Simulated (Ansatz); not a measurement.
Debugging a relaxation of cell and ions of MgS, space group Fm-3m (Ansatz 0.2.0 through its Python package).

`vcrelax.py`
```python
"""Cell relaxation of MgS."""

import ansatz as az
from ase.data import atomic_numbers
import matplotlib.pyplot as plt
import numpy as np
from pymatgen.core import Structure
import spglib

def edges_and_angles(cell):
    cell = np.asarray(cell)
    a, b, c = np.linalg.norm(cell, axis=1)
    cosines = cell[1] @ cell[2] / (b * c), cell[0] @ cell[2] / (a * c), cell[0] @ cell[1] / (a * b)
    return (a, b, c, *np.degrees(np.arccos(cosines)))


def main() -> None:
    xtal = (
        az.Lattice.of((0.0, 2.60165, 2.60165), (2.60165, 0.0, 2.60165), (2.60165, 2.60165, 0.0))
        .atom("Mg", (0.0, 0.0, 0.0))
        .atom("S", (0.5, 0.5, 0.5))
    )

    # part of the cell is held
    calc = (
        xtal.calculation()
        .kpoints(4, 4)
        .occupations("fixed")
        .basis(31 * az.Ry)
        .functional("pbe")
        .relax(force_tolerance=0.005, max_steps=30, fix_cell=["c/a", "angles"], stress_tolerance=0.1)
    )
    steps = []


    def collect(event):
        if event["event"] == "relax_step":
            steps.append(event["data"])


    done = calc.session().plan().execute(on_event=collect)
    r = done.report
    for s in steps:
        flag = "" if s["accepted"] else "  (rejected)"
        print("step %2d  E = %.5f eV  largest force component = %.4f eV/A%s" % (s["step"], s["lagrangian_ev"], s["allowed_force_max_ev_ang"], flag))

    first, last = steps[0], steps[-1]
    symbols = [site.symbol for site in done.lattice.sites]
    print(f"energy gained {first['lagrangian_ev'] - last['lagrangian_ev']:.4f} eV in {len(steps) - 1} steps")
    for label, vectors in (("before", first["cell_ang"]), ("after", done.lattice.cell_ang)):
        print(label, "a b c (A) {:.4f} {:.4f} {:.4f}  angles {:.2f} {:.2f} {:.2f}".format(*edges_and_angles(vectors)), f" V = {abs(np.linalg.det(vectors)):.3f} A^3")
    print("final stress xx yy zz (GPa, compression positive):", np.round(np.diag(r["stress_gpa"]), 3) + 0.0)

    print("relaxed fractional positions")
    for site in done.lattice.sites:
        print(f"  {site.symbol:2s}", " ".join(f"{v % 1:8.5f}" for v in np.round(site.position_frac, 5)))

    fig, (top, bottom) = plt.subplots(2, 1, sharex=True, figsize=(4.5, 4))
    top.plot([s["lagrangian_ev"] - last["lagrangian_ev"] for s in steps], "o-")
    top.set_ylabel("E - E(final) (eV)")
    bottom.semilogy([max(s["allowed_force_max_ev_ang"], 1e-6) for s in steps], "s-")
    bottom.set(xlabel="step", ylabel="largest force (eV/A)")
    fig.tight_layout()
    fig.savefig("relax.png", dpi=100)

    fractions = [site.position_frac for site in done.lattice.sites]
    numbers = [atomic_numbers[s] for s in symbols]
    for tolerance in (1e-3, 1e-2, 1e-1):
        print(f"space group at {tolerance} A:", spglib.get_spacegroup((done.lattice.cell_ang, fractions, numbers), symprec=tolerance))

    change = np.array(last["positions_ang"]) @ np.linalg.inv(last["cell_ang"]) - np.array(first["positions_ang"]) @ np.linalg.inv(first["cell_ang"])
    moved = np.linalg.norm(change @ np.array(last["cell_ang"]), axis=1)
    print("displacement within the cell, strain taken out (A):", " ".join(f"{s}:{d:.3f}" for s, d in zip(symbols, moved)))

    for key in ("converged", "n_iterations", "n_electrons", "n_kpoints", "n_pw", "n_symmetry_ops", "free_energy_ev", "fermi_energy_ev"):
        print(f"{key:18s} {r[key]}")

    final = Structure(done.lattice.cell_ang, [s.symbol for s in done.lattice.sites], [s.position_frac for s in done.lattice.sites])
    # count neighbours out to a fixed multiple of the shortest distance
    for index, (site, neighbours) in enumerate(zip(final, final.get_all_neighbors(5.5))):
        first = min(n.nn_distance for n in neighbours)
        shell = [n for n in neighbours if n.nn_distance < 1.2 * first]
        mean = sum(n.nn_distance for n in shell) / len(shell)
        print(f"atom {index} {site.specie.symbol}: {len(shell)} neighbours within 1.2 of the shortest distance, mean {mean:.3f} A")

    print(len(r["kpoints_frac"]), "irreducible k-points (fractions, weight)")
    for k, weight in list(zip(r["kpoints_frac"], r["kweights"]))[:12]:
        print("  {:8.4f} {:8.4f} {:8.4f}".format(*k), f"{weight:10.6f}")


if __name__ == "__main__":
    main()
```

`python vcrelax.py` gives:
```text
Traceback (most recent call last):
  File "vcrelax.py", line 92, in <module>
    main()
    ~~~~^^
  File "vcrelax.py", line 27, in main
    .kpoints(4, 4)
     ~~~~~~~^^^^^^
  ...
ansatz.errors.InputError: .kpoints: what is read by position is the divisions, one whole number for all three axes or three, or the one word "gamma", got (4, 4). The rest is named: spacing=, density=, length=, shift= (mesh steps: half a step is 0.5), center=, and points= for k-points listed one by one  [kpoints.mp_grid.grid]
```
(Library frames cut from the traceback.)

What is wrong, and how is it mended?

The fault: the mesh has two divisions, not one or three. The correction:

```diff
--- before
+++ after
@@ -26,3 +26,3 @@
         xtal.calculation()
-        .kpoints(4, 4)
+        .kpoints(6, 6, 6)
         .occupations("fixed")
```

With that change:

```console
$ python vcrelax.py
DeckWarning: crystal.symmetry: narrowed to the stabiliser of the fixed cell quantities (relax.cell.fix) — unitary ops 48 → 4. The narrowing is safe, since a smaller group never makes results wrong: the run goes on under it, on as many k-points as the starting group would need, or more. Excluded: 44 operations that would move a fixed cell quantity at a test strain (relax.cell.fix fixes alpha, beta, gamma, c/a). The cell can leave their symmetry as it relaxes.
step  1  E = -2828.74420 eV  largest force component = 0.0000 eV/A
step  2  E = -2828.74616 eV  largest force component = 0.0000 eV/A
step  3  E = -2828.74620 eV  largest force component = 0.0000 eV/A
step  4  E = -2828.74622 eV  largest force component = 0.0000 eV/A
energy gained 0.0020 eV in 3 steps
before a b c (A) 3.6793 3.6793 3.6793  angles 60.00 60.00 60.00  V = 35.219 A^3
after a b c (A) 3.6983 3.6983 3.6983  angles 60.00 60.00 60.00  V = 35.769 A^3
final stress xx yy zz (GPa, compression positive): [0.004 0.004 0.004]
relaxed fractional positions
  Mg  0.00000  0.00000  0.00000
  S   0.50000  0.50000  0.50000
space group at 0.001 A: Fm-3m (225)
space group at 0.01 A: Fm-3m (225)
space group at 0.1 A: Fm-3m (225)
displacement within the cell, strain taken out (A): Mg:0.000 S:0.000
converged          True
n_iterations       4
n_electrons        16.0
n_kpoints          68
n_pw               725
n_symmetry_ops     4
free_energy_ev     -2828.7462191014565
fermi_energy_ev    6.213571938213803
atom 0 Mg: 6 neighbours within 1.2 of the shortest distance, mean 2.615 A
atom 1 S: 6 neighbours within 1.2 of the shortest distance, mean 2.615 A
68 irreducible k-points (fractions, weight)
    0.0000   0.0000   0.0000   0.004630
    0.0000   0.0000   0.1667   0.018519
    0.0000   0.0000   0.3333   0.018519
    0.0000   0.0000  -0.5000   0.009259
    0.0000   0.1667   0.0000   0.009259
    0.0000   0.1667   0.1667   0.018519
    0.0000   0.1667   0.3333   0.018519
    0.0000   0.1667  -0.5000   0.018519
    0.0000   0.1667  -0.3333   0.018519
    0.0000   0.1667  -0.1667   0.018519
    0.0000   0.3333   0.0000   0.009259
    0.0000   0.3333   0.1667   0.018519
```
(Warnings from the package without file and line.)

Total energies depend on the potentials; only differences at equal settings carry meaning. A total without «per atom» is that of the cell as typed. Forces vanish by symmetry, so the ions can't move, and the end may be a saddle. With fixed filling the reported Fermi level is the top filled level among the k-points of the SCF. Only differences from the Fermi energy are physical; the zero of the scale is a convention. Energies along a relaxation are free energies. Rows at an unchanged volume are solved on a plane-wave basis chosen afresh for that cell, so the energy jumps there and such rows are no steps of the walk. Edges and angles are those of the cell as typed, here a primitive one, not of the conventional cell. The structure is a deposited one; some such entries were measured under pressure or heat, so a shift against it needn't be the functional's error alone. Finished in 7 s on 1 thread of Arm Neoverse V1, with other jobs on the host, peak memory 0.42 GiB.

(A comment or docstring line of the script was reworded after the run, the code is as it ran; lines on the test bed's own set-up are left out of the output.)
